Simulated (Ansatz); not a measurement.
# BrClF₂Ti: basis-set convergence

The task here is to estimate one member of a computed series from the others.

Computed with Ansatz 0.2.0, Gaussian basis. Level: one geometry, several basis sets.

The runs, in order: PBE0-D4/def2-SVP; ωB97M-V/def2-SVP; PBE0-D4/def2-QZVPP; ωB97M-V/def2-QZVPP; the functionals' def2-TZVPP values are taken from earlier runs.

**The relaxed structure**

The geometry comes from an earlier relaxation with PBE0-D4 in a triple-zeta def2 set; it is a stationary point.

SMILES `[F][Ti]([F])([Cl])[Br]`, 5 atoms, charge 0, spin multiplicity 1.

Atoms are counted from 1 here; the program's logs count them from 0.

Bond lengths: F1–Ti2 1.733 Å, Ti2–F3 1.733 Å, Ti2–Cl4 2.169 Å, Ti2–Br5 2.326 Å. Angles: F1–Ti2–F3 109.2°, F1–Ti2–Cl4 109.6°, F1–Ti2–Br5 109.4°, F3–Ti2–Cl4 109.6°, F3–Ti2–Br5 109.4°, Cl4–Ti2–Br5 109.7°.

Set-up of the first run:

Contents of in.yaml:

```yaml
crystal:
  periodic: [false, false, false]
  atoms:
    - {symbol: F, position_ang: [-0.057267, -0.294264, 1.771856]}
    - {symbol: Ti, position_ang: [0.065835, -0.100039, 0.054066]}
    - {symbol: F, position_ang: [1.426030, -1.003281, -0.527057]}
    - {symbol: Cl, position_ang: [-1.746242, -0.827128, -0.890871]}
    - {symbol: Br, position_ang: [0.361545, 2.151013, -0.449394]}
basis:
  gaussian: {orbitals: def2-SVP}
hamiltonian: {xc: pbe0, dispersion: d4}
output: {orbitals: {seedname: orbitals}}
```

Among the steps run: PBE0-D4 in def2-SVP; ωB97M-V in def2-SVP; PBE0-D4 in def2-QZVPP; ωB97M-V in def2-QZVPP.

One table of the session follows, with a row left open; its other results are not shown here.

It belongs to the step «Functionals by basis». 

| functional | basis | HOMO (eV) | LUMO (eV) |
| --- | --- | --- | --- |
| PBE0-D4 | def2-SVP | -9.25 | -3.72 |
| PBE0-D4 | def2-TZVPP | -9.31 | -3.61 |
| PBE0-D4 | def2-QZVPP | -9.31 | -3.61 |
| ωB97M-V | def2-SVP | -11.33 | -1.52 |
| ωB97M-V | def2-TZVPP | -11.45 | -1.46 |
| ωB97M-V | def2-QZVPP | ? | ? |

Estimate the missing values for ωB97M-V, def2-QZVPP.

**Answer.** HOMO (eV): -11.46; LUMO (eV): -1.47. In the column «HOMO (eV)» it is the lowest.
